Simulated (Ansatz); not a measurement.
# AlBClH5Si: rotation by 180° about the Si2–B3 bond, part 2 of 2

Wanted: the energy profile along the rotation by 180° about the Si2–B3 bond, from relaxed end points and a band of images. SMILES of the start: [AlH2][SiH2]BCl.

Ansatz 0.2.0; RKS PBE0/6-31G.

## 6. Frequencies at the highest image

The geometry is the highest inner image of the first converged band.

The input, input.yaml:

```yaml
crystal:
  periodic: [false, false, false]
  atoms:
    - { symbol: Al, position_ang: [-0.842778, 1.896814, 0.173157] }
    - { symbol: Si, position_ang: [0.581048, -0.002341, -0.465267] }
    - { symbol: B, position_ang: [0.060928, -1.783395, 0.363416] }
    - { symbol: Cl, position_ang: [1.068686, -3.242825, 0.058437] }
    - { symbol: H, position_ang: [-1.60644, 2.793322, -0.926106] }
    - { symbol: H, position_ang: [-1.030213, 2.259548, 1.732818] }
    - { symbol: H, position_ang: [2.010222, 0.260204, -0.03624] }
    - { symbol: H, position_ang: [0.644939, -0.205543, -1.961841] }
    - { symbol: H, position_ang: [-0.886393, -1.975784, 1.061616] }
basis:
  gaussian: { orbitals: "6-31G" }
hamiltonian:
  xc: pbe0
phonons: {}
```

The run is started by

```bash
$ ansatz run input.yaml --threads 1 --pin off --max-ram 2048MiB --backend cpu --events-out ev --progress --plain --runs-dir out
```

The program printed, shortened:

```text
Warning: RAYON_NUM_THREADS=1 ignored (pool sized by the plan → 1); use --threads N
[...]
Functional definition: PBE0
[...]
742 factors; integrals over basis functions are off by at most 2.0e-4 eV
[...]
mean field -27740.01691833 eV, -1019.4268188900 hartree, gradient 7.0e-5 eV, S^2 0.000000; 0 other end points of the search recorded, 0 dependent functions left out
[...]
reference -27740.01695364 eV, -1019.4268201873 hartree; 27, 27 occupied and 31, 31 virtual orbitals, 742 factors
[...]
742 factors; integrals over basis functions are off by at most 2.0e-4 eV
[...]
mean field -27740.01689354 eV, -1019.4268179788 hartree, gradient 1.1e-6 eV, S^2 0.000000; 0 other end points of the search recorded, 0 dependent functions left out
[...]
reference -27740.01692885 eV, -1019.4268192763 hartree; 27, 27 occupied and 31, 31 virtual orbitals, 742 factors
[...]
742 factors; integrals over basis functions are off by at most 2.0e-4 eV
[...]
WARN: phonons: modes at or below zero, which the zero-point energy, F, S and C_V leave out: 1, the lowest at -76.57 cm⁻¹. A minimum has none, and a first-order saddle one
[...]
Total energy: -27740.01695364 eV, -1019.4268201873 hartree
Atom 0 at    -0.842778     1.896814     0.173157 Å, force     0.001430     0.001040     0.000294 eV/Å
Atom 1 at     0.581048    -0.002341    -0.465267 Å, force     0.000620     0.000573     0.002621 eV/Å
Atom 2 at     0.060928    -1.783395     0.363416 Å, force     0.000259    -0.000202    -0.001071 eV/Å
Atom 3 at     1.068686    -3.242825     0.058437 Å, force    -0.000659    -0.000270    -0.000321 eV/Å
Atom 4 at    -1.606440     2.793322    -0.926106 Å, force    -0.001451    -0.000882    -0.000655 eV/Å
Atom 5 at    -1.030213     2.259548     1.732818 Å, force     0.000315     0.000733    -0.000127 eV/Å
Atom 6 at     2.010222     0.260204    -0.036240 Å, force    -0.000772     0.000122     0.000131 eV/Å
Atom 7 at     0.644939    -0.205543    -1.961841 Å, force     0.000134    -0.000310    -0.000840 eV/Å
Atom 8 at    -0.886393    -1.975784     1.061616 Å, force     0.000123    -0.000803    -0.000034 eV/Å
Dipole moment:    -0.170642     0.232337     0.054042 e Å
Vibrations: -76.57 12.56 85.04 198.92 237.42 390.64 409.06 512.27 598.55 603.10 665.41 741.51 789.97 824.49 883.66 1092.93 1861.69 1883.20 2124.43 2146.72 2688.93 cm⁻¹, zero-point energy 1.162382 eV
```

Run time: 3.2 min. Hardware: 1 thread of Arm Neoverse N1, shared host; peak memory 0.15 GiB.

Of 21 modes, 1 is imaginary by more than 30 cm⁻¹ (77i cm⁻¹).

## 7. Another band, settings changed

crystal.atoms is end A as relaxed above, and neb.final_atoms is end B, turned to lie on A. With 7 inner images the band has 9 in all. The start path is listed, through a guess of the saddle.

The input, input.yaml:

```yaml
crystal:
  periodic: [false, false, false]
  atoms:
    - { symbol: Al, position_ang: [-0.941432, 1.701723, 0.057719] }
    - { symbol: Si, position_ang: [0.809196, 0.017621, -0.407663] }
    - { symbol: B, position_ang: [0.262024, -1.709188, 0.445232] }
    - { symbol: Cl, position_ang: [-0.709533, -2.928963, -0.461204] }
    - { symbol: H, position_ang: [-1.623446, 2.532614, -1.140257] }
    - { symbol: H, position_ang: [-1.396942, 1.973777, 1.578204] }
    - { symbol: H, position_ang: [2.085122, 0.513321, 0.233404] }
    - { symbol: H, position_ang: [1.035662, -0.119178, -1.889906] }
    - { symbol: H, position_ang: [0.479348, -1.981726, 1.584462] }
basis:
  gaussian: { orbitals: "6-31G" }
hamiltonian:
  xc: pbe0
neb:
  order_check: false
  images: 7
  f_tol: 0.05
  max_iterations: 3
  final_atoms:
    - { symbol: Al, position_ang: [-0.93446677, 1.71198374, 0.07088834] }
    - { symbol: Si, position_ang: [0.79458719, 0.01406324, -0.42243341] }
    - { symbol: B, position_ang: [0.12312944, -1.78651595, 0.14431704] }
    - { symbol: Cl, position_ang: [0.35538047, -2.37544833, 1.83123028] }
    - { symbol: H, position_ang: [-1.50240276, 2.66810442, -1.09410508] }
    - { symbol: H, position_ang: [-1.49274236, 1.86224549, 1.57312034] }
    - { symbol: H, position_ang: [2.03241659, 0.39629755, 0.35299176] }
    - { symbol: H, position_ang: [1.12802683, 0.021853, -1.89272766] }
    - { symbol: H, position_ang: [-0.50392963, -2.51258216, -0.56329061] }
  initial_path:
    images:
      - { positions_ang: [[-0.941432, 1.701723, 0.057719], [0.809196, 0.017621, -0.407663], [0.262024, -1.709188, 0.445232], [-0.709533, -2.928963, -0.461204], [-1.623446, 2.532614, -1.140257], [-1.396942, 1.973777, 1.578204], [2.085122, 0.513321, 0.233404], [1.035662, -0.119178, -1.889906], [0.479348, -1.981726, 1.584462]] }
      - { positions_ang: [[-0.90916756, 1.72401947, 0.08543352], [0.78067815, 0.00147832, -0.40577926], [0.2249726, -1.71662292, 0.4402699], [-0.33562679, -2.99746885, -0.38018769], [-1.61602405, 2.56541494, -1.07235825], [-1.35528125, 2.04044299, 1.58608431], [2.09484202, 0.45077195, 0.14521595], [0.94481988, -0.12036433, -1.88982359], [0.17078601, -1.94767057, 1.49113612]] }
      - { positions_ang: [[-0.87690313, 1.74631593, 0.11314805], [0.7521603, -0.01466436, -0.40389553], [0.18792119, -1.72405784, 0.4353078], [0.03827942, -3.0659747, -0.29917138], [-1.60860209, 2.59821587, -1.00445951], [-1.3136205, 2.10710897, 1.59396462], [2.10456204, 0.38822291, 0.0570279], [0.85397775, -0.12155066, -1.88974118], [-0.13777598, -1.91361513, 1.39781024]] }
      - { positions_ang: [[-0.84463869, 1.7686124, 0.14086257], [0.72364245, -0.03080704, -0.40201179], [0.15086979, -1.73149276, 0.43034569], [0.41218563, -3.13448054, -0.21815507], [-1.60118014, 2.63101681, -0.93656076], [-1.27195975, 2.17377496, 1.60184492], [2.11428207, 0.32567386, -0.03116016], [0.76313563, -0.12273699, -1.88965877], [-0.44633797, -1.8795597, 1.30448436]] }
      - { positions_ang: [[-0.81237425, 1.79090887, 0.1685771], [0.69512459, -0.04694972, -0.40012806], [0.11381838, -1.73892768, 0.42538359], [0.78609184, -3.20298639, -0.13713876], [-1.59375819, 2.66381775, -0.86866202], [-1.23029901, 2.24044094, 1.60972523], [2.12400209, 0.26312482, -0.11934821], [0.6722935, -0.12392332, -1.88957636], [-0.75489995, -1.84550426, 1.21115848]] }
      - { positions_ang: [[-0.84289738, 1.77117759, 0.14415491], [0.71999024, -0.03169648, -0.4057044], [0.11614615, -1.75082475, 0.35511696], [0.67841399, -2.99610188, 0.3549535], [-1.57091933, 2.66488942, -0.92502278], [-1.29590984, 2.14589208, 1.60057401], [2.10110572, 0.296418, -0.00126322], [0.78622683, -0.08747924, -1.89036419], [-0.69215737, -2.01227374, 0.76754621]] }
      - { positions_ang: [[-0.87342051, 1.7514463, 0.11973272], [0.74485589, -0.01644324, -0.41128074], [0.11847391, -1.76272181, 0.28485032], [0.57073615, -2.78921736, 0.84704576], [-1.54808047, 2.66596108, -0.98138355], [-1.36152068, 2.05134322, 1.59142278], [2.07820934, 0.32971118, 0.11682178], [0.90016017, -0.05103516, -1.89115201], [-0.62941479, -2.17904321, 0.32393394]] }
      - { positions_ang: [[-0.90394364, 1.73171502, 0.09531053], [0.76972154, -0.00119, -0.41685707], [0.12080167, -1.77461888, 0.21458368], [0.46305831, -2.58233285, 1.33913802], [-1.52524162, 2.66703275, -1.03774432], [-1.42713152, 1.95679435, 1.58227156], [2.05531297, 0.36300437, 0.23490677], [1.0140935, -0.01459108, -1.89193983], [-0.56667221, -2.34581269, -0.11967833]] }
      - { positions_ang: [[-0.93446677, 1.71198374, 0.07088834], [0.79458719, 0.01406324, -0.42243341], [0.12312944, -1.78651595, 0.14431704], [0.35538047, -2.37544833, 1.83123028], [-1.50240276, 2.66810442, -1.09410508], [-1.49274236, 1.86224549, 1.57312034], [2.03241659, 0.39629755, 0.35299176], [1.12802683, 0.021853, -1.89272766], [-0.50392963, -2.51258216, -0.56329061]] }
```

The run is started by

```bash
$ ansatz run input.yaml --threads 1 --pin off --max-ram 2048MiB --backend cpu --events-out ev --progress --plain --runs-dir out
```

The program printed:

```text
Warning: RAYON_NUM_THREADS=1 ignored (pool sized by the plan → 1); use --threads N
Engine: ansatz 0.2.0, aarch64-unknown-linux-gnu
[... 1 set-up line as earlier in the session ...]
  parameter a = 0.25
  parameter kappa = 0.804
  parameter beta = 0.06672455060314922
  exchange = (1 - a)*pbe_x(kappa = kappa, mu = beta*pi^2/3) + a*exact_x
  correlation = pbe_c(beta = beta)
742 factors; integrals over basis functions are off by at most 2.1e-4 eV
mean field evaluation 1: about -27739.6570 eV, gradient 1.1e1 eV
mean field evaluation 2: about -27740.0292 eV, gradient 5.4e0 eV
mean field evaluation 4: about -27740.1478 eV, gradient 2.0e-1 eV
mean field evaluation 8: about -27740.1455 eV, gradient 3.2e-3 eV
mean field -27740.14553724 eV, -1019.4315455476 hartree, gradient 2.6e-5 eV, S^2 0.000000; 0 other end points of the search recorded, 0 dependent functions left out
[... 4 lines left out ...]
mean field -27740.13787779 eV, -1019.4312640681 hartree, gradient 2.5e-5 eV, S^2 0.000000; 0 other end points of the search recorded, 0 dependent functions left out
[... 2 lines left out ...]
NEB end point (image 0): max|allowed force component| = 8.697e-3 eV/Å (the criterion of neb.relax_end_points is 1.000e-2)
NEB end point (image 8): max|allowed force component| = 1.297e-2 eV/Å (the criterion of neb.relax_end_points is 1.000e-2)
[... 2 lines left out ...]
mean field -27739.37807533 eV, -1019.4033418427 hartree, gradient 2.7e-5 eV, S^2 0.000000; 0 other end points of the search recorded, 0 dependent functions left out
[... 3 lines left out ...]
mean field -27738.29430798 eV, -1019.3635141273 hartree, gradient 2.3e-5 eV, S^2 0.000000; 0 other end points of the search recorded, 0 dependent functions left out
[... 4 lines left out ...]
mean field -27738.77287928 eV, -1019.3811012980 hartree, gradient 2.1e-5 eV, S^2 0.000000; 0 other end points of the search recorded, 0 dependent functions left out
[... 3 lines left out ...]
mean field -27739.74559553 eV, -1019.4168479609 hartree, gradient 2.2e-5 eV, S^2 0.000000; 0 other end points of the search recorded, 0 dependent functions left out
[... 3 lines left out ...]
mean field -27733.58620480 eV, -1019.1904945265 hartree, gradient 2.5e-5 eV, S^2 0.000000; 0 other end points of the search recorded, 0 dependent functions left out
[... 4 lines left out ...]
mean field -27726.31354101 eV, -1018.9232290618 hartree, gradient 2.7e-5 eV, S^2 0.000000; 0 other end points of the search recorded, 0 dependent functions left out
[... 3 lines left out ...]
mean field -27735.47969757 eV, -1019.2600791023 hartree, gradient 3.2e-5 eV, S^2 0.000000; 0 other end points of the search recorded, 0 dependent functions left out
[... from here on, the SCF cycles and remarks between the steps are left out ...]
NEB iter   1: max|band force component| = 4.362e1 eV/Å  barrier→ = 13.8320 eV  barrier← = 13.8243 eV  Δτ_max = 0.1915 Å  (195 SCF iters)
NEB iter   2: max|band force component| = 1.423e1 eV/Å  barrier→ = 4.0433 eV  barrier← = 4.0356 eV  Δτ_max = 0.1974 Å  (189 SCF iters)
NEB iter   3: max|band force component| = 6.562e0 eV/Å  barrier→ = 1.6913 eV  barrier← = 1.6836 eV  Δτ_max = 0.1931 Å  (183 SCF iters)
[...]
this run last wrote the band of iteration 3 to <dir>
Error: NEB band did not converge after 3 iterations: max|band force component| = 6.56e0 eV/Å (threshold 5.0e-2); raise `neb.max_iterations` in a new run, which can start from the last band evaluated (`neb.initial_path`, with `crystal.atoms` and `neb.final_atoms` set to its first and last images), add images, or start from endpoints closer to local minima. Where this run's directory can be resumed (`checkpoint.write`), a resume goes on for up to `neb.max_iterations` more; to start a new run from the last band, take its images' positions from the `neb_iteration` event of iteration 3 (`data.images[].positions_ang`), in the event stream of the run that computed that iteration (not this run's, if it was resumed behind it). With `checkpoint.write`, `steps/00-neb/state/checkpoint.json` in the run directory holds the last saved band, under `neb.evaluated.images[].positions_ang` (a band under a hybrid functional on support functions is neither saved nor resumed: `neb.initial_path` says where its path is): check the last entry of `neb.iterations` there, which is earlier than 3 if that iteration was not saved or its write failed. If the band's step has no `state` directory and holds `state.next`, a write was cut short, and the file is under `state.next` instead (behind a loss of power it can be under `state.prev`)
this run wrote the band of iteration 3 to <dir> as well, whether or not its events were kept: a new run's `neb.initial_path` can list its `images[].positions_ang`
a run's events are kept only if it was started with --events-out <file>, and are in that file
```

Run time: 1.8 min. Hardware: 1 thread of Arm Neoverse N1, shared host; peak memory 0.15 GiB.

## 8. Images and barrier

The run ended unconverged after 3 band iterations. The table shows its last band, which is no minimum-energy path. Images 0 and 8 are the ends. Energies count from image 0; the path length is the program's own measure over all atoms.

```tsv
image	path (Å)	energy (eV)	dihedral Al1–Si2–B3–Cl4 (°)	band force (eV/Å)
0	0.000	0.0000	91	-
1	0.630	0.1315	104	1.029
2	1.267	0.1638	128	1.220
3	1.914	0.1874	153	1.167
4	2.592	0.2322	172	0.755
5	3.270	0.6916	-166	3.687
6	3.959	1.6913	-138	6.562
7	4.648	0.4888	-99	2.476
8	5.337	0.0077	-87	-
```

image, energy (eV) and a bar:
```
        0      0.000 
        1      0.132 ##
        2      0.164 ###
        3      0.187 ###
        4      0.232 ####
        5      0.692 ############
        6      1.691 ##############################
        7      0.489 #########
        8      0.008
```

## 9. Summary of results

What follows sums up all 2 parts.

| quantity | value |
| --- | --- |
| end A | 9 moves, 0.257 eV lower |
| end B | 9 moves, 0.267 eV lower |
| first band: barrier forwards | 0.13 eV |
| first band: barrier backwards | 0.12 eV |
| first band: second end relative to first | +0.008 eV |
| first band: highest image | 4 of 0 to 8, climbing |
| first band: band iterations | 14 |
| imaginary modes at the top | 77i cm⁻¹ |
| second band | not converged, 3 iterations, 7 inner images, none climbing |
| time, first and second band | 8.1 min and 1.8 min |

**Reading.** In the first band: along this path the system climbs 0.13 eV from the first end (5 kT at 300 K); with a typical attempt rate of 10^13 per second that is roughly 10^11 events a second. The two ends lie within 8 meV of each other. The listed dihedral goes from 91° at end A through -177° at the highest image to -87° at end B. One imaginary mode, as a first-order saddle point has. As for the second band: the cap on iterations is too low for the band to settle. Zero-point energy and entropy are left out. In so small a basis the energies are only a sketch.
